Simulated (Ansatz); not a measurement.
# Cu3Ge: the cost of one run

Program: Ansatz 0.2.0. Level of theory: DFT PBEsol, scalar-relativistic, plane waves, PAW. These are calculated values, not measurements.

2 further runs of the same task are left out: 2 set aside as unsound or not needed.

### Step 1. The system as given

The cell holds 16 atoms (Cu12Ge4): a = 5.814 Å, b = 6.039 Å, c = 6.264 Å, α = 91.97°, β = 92.72°, γ = 85.77°.

It is the last frame of an earlier stage of the same melt, run at 1390 K.

Coordinates:

```cif
data_structure
_symmetry_space_group_name_H-M 'P 1'
_symmetry_Int_Tables_number 1
_cell_length_a 5.8143
_cell_length_b 6.0392
_cell_length_c 6.2639
_cell_angle_alpha 91.967
_cell_angle_beta 92.721
_cell_angle_gamma 85.768
_cell_volume 218.99
loop_
_atom_site_label
_atom_site_type_symbol
_atom_site_fract_x
_atom_site_fract_y
_atom_site_fract_z
_atom_site_occupancy
Cu1 Cu 0.42890 0.94396 0.81383 1
Cu2 Cu 0.60710 0.59820 0.76786 1
Cu3 Cu 0.15459 0.64838 0.75495 1
Cu4 Cu 0.59246 0.62044 0.14493 1
Cu5 Cu 0.81905 0.89064 0.87277 1
Cu6 Cu 0.68963 0.19237 0.64899 1
Cu7 Cu 0.74229 0.22703 0.24564 1
Cu8 Cu 0.44982 0.33605 0.94018 1
Cu9 Cu 0.34518 0.29277 0.34409 1
Cu10 Cu 0.14276 0.26476 0.67622 1
Cu11 Cu 0.21498 0.69617 0.11719 1
Cu12 Cu 0.93074 0.49090 0.99286 1
Ge1 Ge 0.97530 0.54678 0.40244 1
Ge2 Ge 0.49220 0.91380 0.40926 1
Ge3 Ge 0.01542 0.94622 0.45411 1
Ge4 Ge 0.11414 0.10763 0.02122 1
```

### Step 2. Dynamics at 770 K

One k point, a Fermi-Dirac width of 0.066 eV and a fixed cell.

The input, input.yaml:

```yaml
crystal:
  lattice:
    - [5.808468, 0.21757, -0.14138]
    - [0.21757, 6.034364, -0.103111]
    - [-0.14138, -0.103111, 6.261465]
  atoms:
    - { symbol: Cu, position: [0.4288999334, 0.9439576953, 0.8138323077] }
    - { symbol: Cu, position: [0.6071022716, 0.5981964143, 0.7678636634] }
    - { symbol: Cu, position: [0.1545894249, 0.6483768796, 0.7549519133] }
    - { symbol: Cu, position: [0.5924615497, 0.6204363825, 0.1449278916] }
    - { symbol: Cu, position: [0.8190531293, 0.8906413926, 0.8727684554] }
    - { symbol: Cu, position: [0.6896328404, 0.192369471, 0.6489867108] }
    - { symbol: Cu, position: [0.7422851157, 0.2270284496, 0.245637688] }
    - { symbol: Cu, position: [0.4498189489, 0.3360542295, 0.9401764233] }
    - { symbol: Cu, position: [0.3451848653, 0.2927703188, 0.3440857741] }
    - { symbol: Cu, position: [0.1427629601, 0.264758845, 0.6762193747] }
    - { symbol: Cu, position: [0.2149806082, 0.6961711285, 0.1171932411] }
    - { symbol: Cu, position: [0.9307390253, 0.4908961937, 0.99285799] }
    - { symbol: Ge, position: [0.9752988738, 0.5467833079, 0.4024432898] }
    - { symbol: Ge, position: [0.4921991923, 0.9138001173, 0.4092570929] }
    - { symbol: Ge, position: [0.0154212294, 0.9462218272, 0.4541110687] }
    - { symbol: Ge, position: [0.1141422121, 0.107626835, 0.0212158419] }
  symmetry: { detect: false }
basis:
  ecutwfc: 420
  xc_grid: 1
kpoints:
  mp_grid: { grid: [1, 1, 1], shift: [0.25, 0.25, 0.25] }
hamiltonian:
  xc: pbesol
scf:
  occupations: { method: fermi_dirac, width: 0.0664 }
  lower_state_search: "off"
  convergence: { dr2_threshold: 1.0e-05 }
output:
  forces: true
  stress: true
md:
  timestep: 3.0
  n_steps: 163
  ensemble: nvt_langevin
  friction: 0.03
  temperature: 770.0
  initial_velocities: maxwell_boltzmann
  seed: 75838
```

Launch:

```bash
ansatz run input.yaml --threads 2 --pin off --max-ram 5120MiB --backend cpu --events-out ev --progress --plain --runs-dir out
```

What time and memory should one allow on 2 threads of Intel Xeon 6975P-C (Granite Rapids), shared host?

About 3.2 min, with a peak of 0.64 GiB.
